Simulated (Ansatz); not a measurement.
# C2H9BOSi: comparison of dispersion corrections in Python

Aim: a comparison of dispersion corrections, for C2H9BOSi, run from a script. SMILES: B[SiH](C)OC.

All numbers are computed with Ansatz 0.2.0 through its Python package. The levels of theory stand in the script.

### 1 The structure

Bond lengths: B1–Si2 1.917 Å, Si2–C3 1.840 Å, Si2–O4 1.665 Å, O4–C5 1.420 Å, B1–H6 1.138 Å, B1–H7 1.228 Å, Si2–H8 1.500 Å, C3–H9 1.066 Å, C3–H10 1.128 Å, C3–H11 1.137 Å, C5–H12 1.078 Å, C5–H13 1.053 Å, C5–H14 1.113 Å. Angles (14 of 22 angles, heavy atoms first): B1–Si2–C3 107.6°, B1–Si2–O4 111.2°, C3–Si2–O4 108.2°, Si2–O4–C5 112.6°, B1–Si2–H8 109.3°, C3–Si2–H8 108.4°, O4–Si2–H8 112.0°, Si2–B1–H6 125.0°, Si2–B1–H7 118.0°, Si2–C3–H9 112.5°, Si2–C3–H10 111.1°, Si2–C3–H11 109.8°, O4–C5–H12 109.8°, O4–C5–H13 109.9°.

The script holds or builds the structure itself.

### 2 The script

Contents of c2h9bosi_disp.py:

```python
'''Dispersion corrections for C2H9BOSi.'''

import ansatz as az


def main() -> None:
    geometry_ang = [
        ('B', (-0.348, 1.404, 1.8111)),
        ('Si', (0.0593, 0.4682, 0.1881)),
        ('C', (1.4921, -0.6357, 0.5274)),
        ('O', (-1.2211, -0.4778, -0.2986)),
        ('C', (-1.1978, -0.7527, -1.6913)),
        ('H', (0.224, 1.296, 2.7884)),
        ('H', (-1.2715, 2.2135, 1.7927)),
        ('H', (0.4608, 1.4558, -0.867)),
        ('H', (1.8154, -1.1625, -0.3407)),
        ('H', (1.2552, -1.3674, 1.3532)),
        ('H', (2.3704, -0.0213, 0.908)),
        ('H', (-2.0445, -1.3655, -1.9562)),
        ('H', (-0.3258, -1.2903, -1.9368)),
        ('H', (-1.2815, 0.2066, -2.2495)),
    ]
    mol = az.Crystal.molecule()
    for symbol, xyz in geometry_ang:
        mol = mol.atom(symbol, xyz)

    model = mol.calculation().basis(gaussian='def2-SVP')
    for name in ['b3lyp', 'blyp']:
        for correction in ('d3bj', 'd4'):
            data = model.functional(name, dispersion=correction).run(threads=1, pin='off').report
            print(f'{name:8s} {correction:5s} total {data["free_energy_ev"]:.5f} eV, of which dispersion {1000 * data["dispersion"]["energy"]["ev"]:.2f} meV')


if __name__ == '__main__':
    main()
```

### 3 The calls as engine input

The engine receives this input (first run):

```yaml
crystal:
  periodic: [false, false, false]
  atoms:
    - { symbol: B, position_ang: [-0.348, 1.404, 1.8111] }
    - { symbol: Si, position_ang: [0.0593, 0.4682, 0.1881] }
    - { symbol: C, position_ang: [1.4921, -0.6357, 0.5274] }
    - { symbol: O, position_ang: [-1.2211, -0.4778, -0.2986] }
    - { symbol: C, position_ang: [-1.1978, -0.7527, -1.6913] }
    - { symbol: H, position_ang: [0.224, 1.296, 2.7884] }
    - { symbol: H, position_ang: [-1.2715, 2.2135, 1.7927] }
    - { symbol: H, position_ang: [0.4608, 1.4558, -0.867] }
    - { symbol: H, position_ang: [1.8154, -1.1625, -0.3407] }
    - { symbol: H, position_ang: [1.2552, -1.3674, 1.3532] }
    - { symbol: H, position_ang: [2.3704, -0.0213, 0.908] }
    - { symbol: H, position_ang: [-2.0445, -1.3655, -1.9562] }
    - { symbol: H, position_ang: [-0.3258, -1.2903, -1.9368] }
    - { symbol: H, position_ang: [-1.2815, 0.2066, -2.2495] }
basis:
  gaussian:
    orbitals: def2-SVP
hamiltonian:
  xc: b3lyp
  dispersion: d3bj
```

### 4 Launch

Command:

```bash
$ python c2h9bosi_disp.py
```

What it wrote:

```text
b3lyp    d3bj  total -12816.12294 eV, of which dispersion -496.95 meV
b3lyp    d4    total -12816.06769 eV, of which dispersion -441.70 meV
blyp     d3bj  total -12812.62770 eV, of which dispersion -605.55 meV
blyp     d4    total -12812.62627 eV, of which dispersion -604.11 meV
```

It took 34 s on 1 thread of AMD EPYC, shared host; peak memory 0.29 GiB.

### 5 What changed from run to run

The engine's inputs for the other runs:

Run 2, against run 1:

```diff
@@ -23 +23 @@
-  dispersion: d3bj
+  dispersion: d4
```

Run 3, against run 1:

```diff
@@ -22 +22 @@
-  xc: b3lyp
+  xc: blyp
```

Run 4, against run 1:

```diff
@@ -22,2 +22,2 @@
-  xc: b3lyp
-  dispersion: d3bj
+  xc: blyp
+  dispersion: d4
```

### 6 The engine's runs

The 4 runs, in the order started:

```tsv
run	functional	dispersion	energy (eV)	SCF cycles	CPU time (s)
1	b3lyp	d3bj	-12816.1229	16	9.2
2	b3lyp	d4	-12816.0677	16	9.2
3	blyp	d3bj	-12812.6277	18	7.6
4	blyp	d4	-12812.6263	18	7.5
```

Totals hang on method, basis and potentials, so only like runs compare.

### 7 What came out

```
         quantity                  value
dispersion energy  -605.55 to -441.7 meV
    runs compared                      4
```

In words: The dispersion term depends on the functional it is damped for, so it isn't a property of the molecule alone. All 4 runs converged (16 to 18 cycles). The geometry is a force-field or estimated start, not a minimum of this method, and the basis set is short of its limit. D4 holds the three-body term, and d3bj doesn't. b3lyp holds the VWN-RPA fit, as in Gaussian; the form of ORCA and Turbomole is b3lyp5.
